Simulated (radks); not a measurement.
# Dy⁴⁺ in [Xe] 4f8: an all-electron calculation

The task here is to estimate one member of a computed series from the others.

The numbers are computed with radks (a radial shooting solver on a logarithmic mesh, Libxc functionals) version 1 (scalar-relativistic Kohn-Sham, PW91, spin-unpolarised, spherical densities, finite nucleus), except any that are marked as measured or tabulated.

## What is computed

| Item | Value |
| --- | --- |
| element | dysprosium (Z = 66) |
| charge | +4 |
| electrons | 62 |
| configuration | [Xe] 4f8 |
| nuclear rms radius | 5.2218 fm |

Outer shells as boxes (Hund's rule):

Dy⁴⁺
```
[Xe] core
4f [↑↓][↑ ][↑ ][↑ ][↑ ][↑ ][↑ ]
```

Set-up of the first run:

Input:

```text
Z 66
configuration [Xe] 4f8 6s0 5d0 6p0 5f0
relativity scalar-relativistic
functional pw91,pw91
spin unpolarised
nucleus finite rms 5.2218 fm
c 137.035999084
```

Among the steps run: Self-consistent calculation.

One of the session's tables, all rows but one given; the rest of the session is left out.

It belongs to the step «Shells». Sizes of the orbitals, from the radial functions (bohr):

| level | <r> | outermost maximum (interpolated) | 90 % within | nodes |
| --- | --- | --- | --- | --- |
| 1s | 0.02112 | 0.0134 | 0.0382 | 0 |
| 2s | 0.08978 | 0.0760 | 0.139 | 1 |
| 2p | 0.07945 | 0.0617 | 0.129 | 0 |
| 3s | 0.2346 | 0.215 | 0.344 | 2 |
| 3p | 0.2334 | 0.212 | 0.349 | 1 |
| 3d | 0.2121 | 0.173 | 0.330 | 0 |
| 4s | 0.5286 | 0.494 | 0.759 | 3 |
| 4p | 0.5595 | 0.515 | 0.813 | 2 |
| 4d | 0.6046 | 0.533 | 0.907 | 1 |
| 5s | 1.246 | 1.13 | 1.78 | 4 |
| 5p | 1.424 | 1.27 | 2.06 | 3 |
| 4f | 0.7616 | 0.528 | 1.28 | 0 |
| 5d | 1.913 | 1.63 | 2.84 | 2 |
| 6s | ? | ? | ? | ? |
| 6p | 3.170 | 3.03 | 4.45 | 4 |

Q: Estimate the row for 6s from the others.

The run gave: <r>: 2.771; outermost maximum (interpolated): 2.64; 90 % within: 3.87; nodes: 5. In the column «<r>» it lies between 5d (1.913) and 6p (3.170).

Caveats from the session: Spin polarisation and multiplet splitting are left out.
